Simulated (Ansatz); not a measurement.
# Al4Zn5Sb2: from the start to rest, part 2 of 2

The start is Al4Zn5Sb2, a borrowed structure type, volume estimated. Where does it settle when we relax cell and atoms, and what is it like there?

Ansatz 0.2.0; DFT, r2SCAN, no spin polarisation, plane waves, PAW. Relaxing cell and atoms. The steps go on from the part before.

**3. The output, continued**

Output, continued:

```text
relax step   5: F+E_penalty+E_count = -31784.86587914 eV  Δ(F+E_penalty+E_count) = -1.719e-1 eV  max|allowed force component| = 3.141e-1 eV/Å  Δτ_max = 0.1608 Å  P = -0.907 GPa  Ω = 247.244 Å³  energy of the carried Pulay correction = -6.677e-3 eV  (8 SCF iters, dr2 threshold 1.10e-6 eV, accepted)
relax step   6: F+E_penalty+E_count = -31784.99399338 eV  Δ(F+E_penalty+E_count) = -1.281e-1 eV  max|allowed force component| = 3.380e-1 eV/Å  Δτ_max = 0.1952 Å  P = -0.224 GPa  Ω = 245.459 Å³  energy of the carried Pulay correction = -6.490e-3 eV  (8 SCF iters, dr2 threshold 1.10e-6 eV, accepted)
relax step   7: F+E_penalty+E_count = -31785.11497991 eV  Δ(F+E_penalty+E_count) = -1.210e-1 eV  max|allowed force component| = 3.735e-1 eV/Å  Δτ_max = 0.1709 Å  P = -0.065 GPa  Ω = 242.247 Å³  energy of the carried Pulay correction = -6.151e-3 eV  (8 SCF iters, dr2 threshold 1.10e-6 eV, accepted)
relax step   8: F+E_penalty+E_count = -31785.35934315 eV  Δ(F+E_penalty+E_count) = -2.444e-1 eV  max|allowed force component| = 6.731e-1 eV/Å  Δτ_max = 0.2000 Å  P = -0.541 GPa  Ω = 240.880 Å³  energy of the carried Pulay correction = -6.005e-3 eV  (9 SCF iters, dr2 threshold 1.10e-6 eV, accepted)
relax step   9: F+E_penalty+E_count = -31785.73489355 eV  Δ(F+E_penalty+E_count) = -3.756e-1 eV  max|allowed force component| = 8.731e-1 eV/Å  Δτ_max = 0.1949 Å  P = -0.898 GPa  Ω = 237.260 Å³  energy of the carried Pulay correction = -5.614e-3 eV  (8 SCF iters, dr2 threshold 1.10e-6 eV, accepted)
relax step  10: F+E_penalty+E_count = -31786.17368051 eV  Δ(F+E_penalty+E_count) = -4.388e-1 eV  max|allowed force component| = 9.601e-1 eV/Å  Δτ_max = 0.1993 Å  P = -0.929 GPa  Ω = 232.134 Å³  energy of the carried Pulay correction = -5.049e-3 eV  (8 SCF iters, dr2 threshold 1.10e-6 eV, accepted)
relax step  11: F+E_penalty+E_count = -31786.53339979 eV  Δ(F+E_penalty+E_count) = -3.597e-1 eV  max|allowed force component| = 8.826e-1 eV/Å  Δτ_max = 0.1950 Å  P = -0.552 GPa  Ω = 227.209 Å³  energy of the carried Pulay correction = -4.493e-3 eV  (8 SCF iters, dr2 threshold 1.10e-6 eV, accepted)
relax step  12: F+E_penalty+E_count = -31786.75570778 eV  Δ(F+E_penalty+E_count) = -2.223e-1 eV  max|allowed force component| = 4.837e-1 eV/Å  Δτ_max = 0.1951 Å  P = -0.104 GPa  Ω = 223.961 Å³  energy of the carried Pulay correction = -4.120e-3 eV  (11 SCF iters, dr2 threshold 1.10e-6 eV, accepted)
relax step  13: F+E_penalty+E_count = -31786.98847269 eV  Δ(F+E_penalty+E_count) = -2.328e-1 eV  max|allowed force component| = 2.603e-1 eV/Å  Δτ_max = 0.2000 Å  P = +0.186 GPa  Ω = 221.439 Å³  energy of the carried Pulay correction = -3.826e-3 eV  (10 SCF iters, dr2 threshold 1.10e-6 eV, accepted)
relax step  14: F+E_penalty+E_count = -31786.98301822 eV  Δ(F+E_penalty+E_count) = +5.454e-3 eV  max|allowed force component| = 4.039e-1 eV/Å  Δτ_max = 0.1947 Å  P = +0.468 GPa  Ω = 221.607 Å³  energy of the carried Pulay correction = -3.845e-3 eV  (10 SCF iters, dr2 threshold 1.10e-6 eV, rejected (line search))
relax step  15: F+E_penalty+E_count = -31787.04418216 eV  Δ(F+E_penalty+E_count) = -5.571e-2 eV  max|allowed force component| = 1.087e-1 eV/Å  Δτ_max = 0.0973 Å  P = +0.052 GPa  Ω = 222.042 Å³  energy of the carried Pulay correction = -3.896e-3 eV  (14 SCF iters, accepted)
relax step  16: F+E_penalty+E_count = -31787.05129147 eV  Δ(F+E_penalty+E_count) = -7.109e-3 eV  max|allowed force component| = 1.419e-2 eV/Å  Δτ_max = 0.0417 Å  P = +0.022 GPa  Ω = 222.517 Å³  energy of the carried Pulay correction = -3.952e-3 eV  (9 SCF iters, dr2 threshold 7.38e-7 eV, accepted)
relax step  17: F+E_penalty+E_count = -31787.05156761 eV  Δ(F+E_penalty+E_count) = -2.761e-4 eV  max|allowed force component| = 5.678e-3 eV/Å  Δτ_max = 0.0094 Å  P = +0.026 GPa  Ω = 222.586 Å³  energy of the carried Pulay correction = -3.960e-3 eV  (9 SCF iters, dr2 threshold 1.49e-8 eV, accepted)
relax step  18: F+E_penalty+E_count = -31787.06089095 eV  Δ(F+E_penalty+E_count) = -9.323e-3 eV  max|allowed force component| = 5.503e-3 eV/Å  Δτ_max = 0.0000 Å  P = +0.058 GPa  Ω = 222.586 Å³  stress off target by 6.46e-2 GPa  SCF on the basis re-selected at this cell (its energy is not comparable with the rows above)  (10 SCF iters)
relax step  19: F+E_penalty+E_count = -31787.06085765 eV  Δ(F+E_penalty+E_count) = +3.330e-5 eV  max|allowed force component| = 6.168e-3 eV/Å  Δτ_max = 0.0011 Å  P = -0.054 GPa  Ω = 222.976 Å³  energy of the carried Pulay correction = -4.562e-5 eV  (9 SCF iters, dr2 threshold 1.04e-8 eV, accepted)
relax step  20: F+E_penalty+E_count = -31787.06091917 eV  Δ(F+E_penalty+E_count) = -6.151e-5 eV  max|allowed force component| = 1.959e-4 eV/Å  Δτ_max = 0.0008 Å  P = -0.001 GPa  Ω = 222.792 Å³  energy of the carried Pulay correction = -2.391e-5 eV  (8 SCF iters, dr2 threshold 7.94e-9 eV, accepted)
iter 1 solved again at ethr=3.42e-7 eV; its pass at ethr=3.10e-3 eV (dr2=3.49e-4 eV) is discarded
SCF iter   1: F=—  HF=-31787.060877 eV  |F-HF|=—  |Δ(HF+E_count)|=         —  Δρ=2.33e-5  dr2=2.88e-8  dr2_τ=8.19e-10  ethr=3.42e-7  ⟨swp⟩=3.2  Hψ=13944  notcnv=0
eigensolver tolerance schedule: the retry pair's looser diagonalisation over-reported the residual by 12105.04 of it (diagonalisation noise at an unbounded share of the residual, at the tolerance the schedule requests for it); recorded, not acted on — ethr = c·dr2/N_el stays at c = 1.0e-1
SCF iter   2: F=—  HF=-31787.060942 eV  |F-HF|=—  |Δ(HF+E_count)|=   6.44e-5  S|Δr|=    0.00e0  Δρ=1.18e-5  dr2=9.29e-9  dr2_τ=4.19e-8  ethr=2.83e-11  ⟨swp⟩=3.4  Hψ=5191  notcnv=0
SCF iter   3: F=—  HF=-31787.060945 eV  |F-HF|=—  |Δ(HF+E_count)|=   2.92e-6  S|Δr|=    0.00e0  Δρ=3.49e-6  dr2=1.72e-9  dr2_τ=3.59e-9  ethr=9.10e-12  ⟨swp⟩=2.0  Hψ=3306  notcnv=0
SCF iter   4: F=—  HF=-31787.060945 eV  |F-HF|=—  |Δ(HF+E_count)|=   2.79e-7  S|Δr|=    0.00e0  Δρ=4.73e-7  dr2=6.31e-10  dr2_τ=1.66e-11  ethr=1.69e-12  ⟨swp⟩=2.1  Hψ=3308  notcnv=0
SCF iter   5: F=—  HF=-31787.060945 eV  |F-HF|=—  |Δ(HF+E_count)|=  6.73e-10  S|Δr|=    0.00e0  Δρ=2.41e-7  dr2=2.49e-10  dr2_τ=9.81e-12  ethr=1.00e-12  ⟨swp⟩=2.0  Hψ=2794  notcnv=0
SCF iter   6: F=-31787.060945 eV  HF=-31787.060945 eV  |F-HF|=5.46e-11  |Δ(HF+E_count)|=  6.69e-10  S|Δr|=    0.00e0  Δρ=7.78e-8  dr2=6.20e-11  dr2_τ=2.12e-13  ethr=1.00e-12  ⟨swp⟩=7.6  Hψ=10680  notcnv=0
SCF 21 converged in 6 iterations: F = -31787.060945 eV  dr2 = 6.20e-11
relax step  21: F+E_penalty+E_count = -31787.06094508 eV  Δ(F+E_penalty+E_count) = -2.592e-5 eV  max|allowed force component| = 2.043e-4 eV/Å  Δτ_max = 0.0000 Å  P = -0.001 GPa  Ω = 222.792 Å³  stress off target by 9.24e-4 GPa  SCF on the basis re-selected at this cell (its energy is not comparable with the rows above)  (6 SCF iters)
basis re-selected at this cell: Δ(F+E_penalty+E_count) = -2.592e-5 eV, ΔP = +0.000 GPa vs the last step (what re-selecting the basis moved, of the pressure what is left beyond the Pulay correction that the steps carried, after the strain that the cell walked since its last selection, with what the two solves' SCF thresholds leave and, on support functions, any second-order correction that the steps lacked; it is no measure of the basis error at this ecutwfc). This SCF's stress stands 9.24e-4 GPa from its target on what of the cell is left free (relax.cell.stress_tol is 5.00e-2 GPa) and its largest allowed force component is 2.04e-4 eV/Å (relax.f_tol is 1.00e-2 eV/Å): within both
SCF converged after 6 iterations
Stability not checked: this state was not tested for a lower state beside it, because cold or Methfessel-Paxton smearing, or corrected tetrahedra, fill the levels in a way that the test cannot read (fill_not_monotonic; see scf.lower_state_search)
Free energy (F): -31787.060945 eV
Harris-Foulkes:  -31787.060945 eV  (|F-HF|=5.46e-11)
Internal energy: -31787.056919 eV  (E = F + TS)
E sigma→0 (E₀):  -31787.059939 eV
Entropy (-TS):   -0.004026 eV (-0.366 meV/atom)
Fermi energy:    8.211614 eV
Step filling:    the computed levels leave a gap of 0.0074 eV = 0.0 smearing widths at the electron count; against every level under it full and every level over it empty, smearing changes F+E_penalty+E_count by -4.888 meV and its σ→0 estimate by -3.882 meV
--- Per-component energies (eV) ---
  E_band       = -285.046138
  E_kinetic    = 1155.035982
  E_local      = -13637.134305  (includes V_loc(G=0)·N_el)
  E_nonlocal   = 3833.117166
  E_hartree    = 5987.433875
  E_xc         = -1021.570258
  E_vxc        = -599.852747  (∫ρ·V_xc dr)
  E_paw        = -20326.722097  (= ΣΔE_a)
  E_vpaw       = -3045.782831  (= ΣTr[D̂ρ^β])
  E_aug_tail   = -0.000294  (compensation charges beyond the density's cutoff)
  E_vtau       = 34.702740  (kinetic-family band-sum trace: ∫τ·v_τ [+ j·A + Jᵃ·Aᵃ] dr)
  E_ewald      = -7777.075537
  E_core_change = -0.141452  (= ΣΔE_core)
  E_smearing   = -0.004026  (= −TS)
  E_closure    = -0.000000  (closes the sum)
  Σ components = -31787.060945   (vs F -31787.060945, Δ=0.00e0)
--- Forces (eV/Å), atoms counted from 1 ---
  atom   1  Sb    -0.00000000    -0.00000000    -0.00020418
  atom   2  Al    -0.00000000     0.00000000     0.00011995
  atom   3  Al     0.00000000    -0.00000000    -0.00008412
  atom   4  Zn     0.00000000     0.00000000     0.00007574
  atom   5  Zn     0.00000000     0.00000000     0.00005025
  atom   6  Al     0.00000000    -0.00000000    -0.00015306
  atom   7  Sb    -0.00000000     0.00000000     0.00012596
  atom   8  Zn     0.00000000    -0.00000000    -0.00006622
  atom   9  Zn     0.00000000    -0.00000000    -0.00002873
  atom  10  Al     0.00000000     0.00000000     0.00018201
  atom  11  Zn     0.00000000    -0.00000000    -0.00001650
  max |Σ_I F_I| component: 1.11e-6 eV/Å
--- Stress (GPa, compression-positive) ---
       -0.000924       0.000000      -0.000000
        0.000000      -0.000924       0.000000
       -0.000000       0.000000       0.000157
  P = ⅓ Tr σ = -0.0006 GPa (-0.006 kbar)
--- Band table (eV; the first three rows and the last of 32) ---
  k-point 0: bands = ["-21.3915", "-21.3915", "-21.3868", "-21.3868", "-21.3749", "-21.3749", "-21.3746", "-21.3741", "-21.3741", "-21.3737", "-3.7895", "-3.0630", "-1.6266", "0.0185", "0.1215", "0.1392", "0.2512", "0.2512", "0.2539", "0.2539", "0.3052", "0.3052", "0.3256", "0.3256", "0.3800", "0.4976", "0.4976", "0.5478", "0.6186", "0.6186", "0.6435", "0.7664", "0.7664", "0.7838", "0.7838", "0.8707", "0.8707", "0.8712", "0.8712", "1.0974", "3.7819", "4.0392", "7.5886", "7.5886", "7.8405", "7.8405", "7.9955", "8.4386", "8.7258", "8.7258", "9.9380", "10.0091", "10.0091", "10.2008", "10.4408", "10.7649", "10.7649", "11.6798", "12.0149", "12.0149", "12.4247", "12.4247"]
  k-point 1: bands = ["-21.3915", "-21.3915", "-21.3868", "-21.3868", "-21.3749", "-21.3749", "-21.3746", "-21.3741", "-21.3741", "-21.3736", "-3.7886", "-3.0673", "-1.6057", "-0.1137", "0.1274", "0.1585", "0.2511", "0.2511", "0.2540", "0.2540", "0.3052", "0.3052", "0.3256", "0.3256", "0.4282", "0.4976", "0.4976", "0.5491", "0.6186", "0.6186", "0.6413", "0.7663", "0.7663", "0.7839", "0.7839", "0.8707", "0.8707", "0.8711", "0.8711", "1.2188", "3.2782", "4.5879", "7.4652", "7.5882", "7.5882", "7.8409", "7.8409", "8.7273", "8.7273", "8.8887", "9.9301", "9.9973", "9.9973", "10.2317", "10.4393", "10.7814", "10.7814", "11.6992", "12.0383", "12.0383", "12.4140", "12.4140"]
  k-point 2: bands = ["-21.3915", "-21.3915", "-21.3868", "-21.3868", "-21.3749", "-21.3749", "-21.3746", "-21.3741", "-21.3741", "-21.3736", "-3.7866", "-3.0759", "-1.5607", "-0.2855", "0.1280", "0.1670", "0.2510", "0.2510", "0.2542", "0.2542", "0.3053", "0.3053", "0.3254", "0.3254", "0.4744", "0.4976", "0.4976", "0.5522", "0.6186", "0.6186", "0.6379", "0.7662", "0.7662", "0.7840", "0.7840", "0.8708", "0.8708", "0.8711", "0.8711", "1.5157", "2.7387", "5.2797", "6.7398", "7.5873", "7.5873", "7.8418", "7.8418", "8.7303", "8.7303", "9.3272", "9.9111", "9.9750", "9.9750", "10.3187", "10.4345", "10.8135", "10.8135", "11.7795", "12.0859", "12.0859", "12.2649", "12.4211"]
  k-point 31: bands = ["-21.3928", "-21.3889", "-21.3889", "-21.3872", "-21.3741", "-21.3714", "-21.3714", "-21.3712", "-21.3684", "-21.3684", "-1.5339", "-1.5339", "-0.0725", "-0.0404", "0.1397", "0.1751", "0.2979", "0.3154", "0.4019", "0.4019", "0.4306", "0.4412", "0.4484", "0.4561", "0.5028", "0.5235", "0.5301", "0.5813", "0.5839", "0.6063", "0.6307", "0.7017", "0.7029", "0.7374", "0.7402", "0.9210", "0.9339", "1.5478", "1.8862", "2.1255", "2.2810", "3.0375", "3.1583", "3.8873", "4.1602", "4.7336", "4.7850", "5.3669", "5.5131", "6.0326", "7.1674", "7.9233", "8.0332", "8.8155", "9.5351", "10.6084", "11.3094", "12.0686", "12.8765", "13.8847", "13.9329", "14.4411"]
--- Relaxed structure (19 steps of the walk, 18 accepted, 2 SCFs on fresh bases) ---
  F+E_penalty+E_count = -31787.06094508 eV   max|allowed force component| = 2.043e-4 eV/Å   (the final SCF, on the basis selected at the relaxed cell)
  cell:  # Å, volume = 222.7917 Å³
    - [4.162871562465533, 1.2614780238846789e-33, -6.72788279405162e-34]
    - [-2.0814357812327664, 3.6051525257869703, -3.875133060964153e-8]
    - [-2.0814357812327664, 1.2017176681634594, 14.84507129523168]
  atoms:
    - { symbol: Sb, position: [0.6335690693590968, 0.3664309306409028, 0.9007072080772908] }
    - { symbol: Al, position: [0.19659871059956058, 0.8034012894004395, 0.5897961317986816] }
    - { symbol: Al, position: [0.3305103513992743, 0.6694896486007259, -0.00846894580217733] }
    - { symbol: Zn, position: [0.025963910000852106, -0.02596391000085211, 0.07789173000255632] }
    - { symbol: Zn, position: [0.2635540879561585, 0.7364459120438417, 0.7906622638684753] }
    - { symbol: Al, position: [0.0825399760140098, 0.9174600239859895, 0.24761992804203004] }
    - { symbol: Sb, position: [0.8935406682098886, 0.10645933179011127, 0.6806220046296659] }
    - { symbol: Zn, position: [0.5011450592489108, 0.49885494075108905, 0.5034351777467326] }
    - { symbol: Zn, position: [0.3875446719283232, 0.6124553280716764, 0.16263401578496992] }
    - { symbol: Al, position: [0.444568995288384, 0.5554310047116156, 0.3337069858651524] }
    - { symbol: Zn, position: [0.13956449999554071, 0.8604355000044593, 0.4186934999866223] }
--- Löwdin populations: 11 sites ---
  site symbol       q [e]
     0     Sb     15.3359
     1     Al      3.8545
     2     Al      3.8545
     3     Zn     10.9339
     4     Zn     10.9099
     5     Al      3.9433
     6     Sb     15.3359
     7     Zn     10.9339
     8     Zn     10.8388
     9     Al      3.9433
    10     Zn     10.8388
  spilling = 0.012522 (of n_electrons = 102.000000)
```

Wall time 20 min (2 threads of Arm Neoverse V2, shared host); peak memory 1.1 GiB.

Step by step:

```
step  energy from step 1 (eV/cell)  largest force component (eV/Å)  pressure (GPa)  volume (Å³)
   1                        0.0000                          1.2888           21.51       191.20
   2                       -2.4683                          0.7667            8.04       214.98
   3                       -3.4426                          0.4254            2.72       229.68
   4                       -3.7410                          0.2405           -1.46       248.59
   5                       -3.9129                          0.3141           -0.91       247.24
   6                       -4.0410                          0.3380           -0.22       245.46
   7                       -4.1620                          0.3735           -0.07       242.25
   8                       -4.4064                          0.6731           -0.54       240.88
   9                       -4.7819                          0.8731           -0.90       237.26
  10                       -5.2207                          0.9601           -0.93       232.13
  11                       -5.5804                          0.8826           -0.55       227.21
  12                       -5.8027                          0.4837           -0.10       223.96
  13                       -6.0355                          0.2603            0.19       221.44
 14x                       -6.0300                          0.4039            0.47       221.61
  15                       -6.0912                          0.1087            0.05       222.04
  16                       -6.0983                          0.0142            0.02       222.52
  17                       -6.0986                          0.0057            0.03       222.59
  18                       -6.1079                          0.0055            0.06       222.59
  19                       -6.1079                          0.0062           -0.05       222.98
  20                       -6.1079                          0.0002            0.00       222.79
  21                       -6.1080                          0.0002            0.00       222.79
```

Step 1 is the start. Steps 18, 21 repeat the geometry before on a plane-wave basis chosen anew for that cell, so the energy can jump there without any move; the table keeps such jumps. 1 step was tried and not accepted (marked x).

| input's cell | before | after | change |
| --- | --- | --- | --- |
| a (Å) | 3.773 | 4.163 | +10.3 % |
| b (Å) | 3.773 | 4.163 | +10.3 % |
| c (Å) | 15.658 | 15.038 | -4.0 % |
| α (°) | 83.08 | 82.04 | -1.04° |
| β (°) | 96.92 | 97.96 | +1.04° |
| volume (Å³/atom) | 17.38 | 20.25 | +16.5 % |

The atom that moved most is Zn8, by 1.30 Å, apart from the change of the cell.

**4. Density of states**

Counts of states in windows (eV from the Fermi level; tetrahedra), total and projected:

```
from    to  total  Al s  Al p  Sb p  Zn s  Zn d
-4.5  -4.0   1.54  0.22  0.53  0.35  0.28  0.07
-4.0  -3.5   1.77  0.25  0.62  0.48  0.24  0.07
-3.5  -3.0   1.90  0.20  0.69  0.64  0.20  0.05
-3.0  -2.5   2.31  0.22  0.88  0.81  0.20  0.06
-2.5  -2.0   2.31  0.18  1.02  0.73  0.16  0.05
-2.0  -1.5   2.19  0.15  0.98  0.69  0.13  0.05
-1.5  -1.0   1.84  0.11  0.78  0.60  0.13  0.04
-1.0  -0.5   2.19  0.14  0.86  0.62  0.28  0.04
-0.5   0.0   1.98  0.17  0.75  0.39  0.32  0.03
 0.0   0.5   1.58  0.14  0.59  0.28  0.26  0.02
 0.5   1.0   1.71  0.13  0.59  0.31  0.26  0.02
 1.0   1.5   1.74  0.20  0.48  0.35  0.27  0.02
 1.5   2.0   1.90  0.27  0.52  0.28  0.25  0.02
 2.0   2.5   2.16  0.33  0.59  0.33  0.30  0.02
```

**5. How the electrons are shared**

Gathered by element (positive charge: electrons given up): Löwdin charges also hold the electrons that the projection spills.

```
element  atoms  Löwdin charge (e)
     Sb      2              -0.34
     Al      4     -0.94 to -0.86
     Zn      5     +1.07 to +1.16
```

Löwdin charges rest on a small set of atomic orbitals that misses 1.3 % of the electrons, so they need not add up to the cell's charge and can differ from Bader's even in sign.

**6. Maps of the fields**

Maps in the plane spanned by a and b at height 0.590 along c (axes of the input's cell), one cell: a runs left to right (13 points from zero), b bottom to top (13 points), 120° apart. These are the smooth PAW fields, not the true ones near the nuclei.

Valence density. Ten steps from '0' (0.06 e/Å³) to '9' (0.21 e/Å³), finer at the low end (step k begins (100^(k/10) - 1)/99 of the way up):
```
9985689999899
9830599988889
9501799887889
8657998877899
9899988888899
9999888888899
9998888888889
9988788877889
9987788878899
9888888888999
9988999889999
9999999999999
9999899999999
```

ELF. Ten even steps from '0' (0.02) to '9' (0.66):
```
9810039976668
8102049865568
4021068644578
3000586433577
5346875334577
9998653334578
9986433334578
8764333333568
7654344434567
6655555555666
6667777766666
7888778887666
9984359987667
```

Atoms within 0.2 Å of the plane, in fractions of a and b: Al at (0.20, 0.80).

Scans along the contacts give these minima of the density:

```
 contact  length (Å)  minimum at (fraction)  density (e/Å³)   ELF
 Zn4–Al6       2.520             none clear               –     –
Zn8–Zn11       2.713                   0.50           0.229  0.36
Al6–Al10       2.722             none clear               –     –
 Sb1–Al3       2.756             none clear               –     –
```

```
fraction  Zn4–Al6  Zn8–Zn11  Al6–Al10  Sb1–Al3
     0.2        4      3.01     0.114     4.17
     0.3     0.89     0.674     0.217     1.01
     0.4    0.397      0.29     0.252    0.492
     0.5    0.293     0.229     0.249    0.338
     0.6    0.267     0.291     0.252    0.281
     0.7    0.206     0.674     0.217    0.223
     0.8    0.105      3.01     0.114    0.114
```

(Smooth valence density in e/Å³ at fractions of each contact.)

**7. Outcome**

The summary covers parts 1 to 2.

| quantity | value |
| --- | --- |
| moves | 17 |
| energy gained | 554.4 meV/atom |
| largest move | 1.30 Å (Zn) |
| space group (0.01 Å), before / after | R3m / R-3m |
| cell | a = 4.163 Å, b = 4.163 Å, c = 15.038 Å, α = 82.04°, β = 97.96°, γ = 120.00° |
| volume | 20.25 Å³/atom (+16.5 %) |
| pressure at the end | 0.00 GPa |
| formation energy (elements from separate runs) | 0.11 eV/atom |
| character | metal |
| density of states, mean within 0.25 eV of the Fermi level | 3.6 per eV per cell |

In words: The volume grew by 16.5 %, and the largest move of an atom is 1.30 Å apart from the change of the cell; the energy fell by 554.4 meV per atom. The shape changed more than that tells: the edges moved by +10, +10, -4 %. Within 0.01 Å the space group went from R3m to R-3m. It is a metal; within 0.25 eV of the Fermi level the density of states averages 3.6 per eV per cell, mostly Al p (38 %), Sb p (18 %) and Zn s (16 %). Against the elements' reference phases (Sb A7 rhombohedral, Al fcc, Zn hcp; separate runs with the same functional) the formation energy is 0.11 eV per atom, so at this geometry it is not bound against them.

Limits of this run: wide smearing.
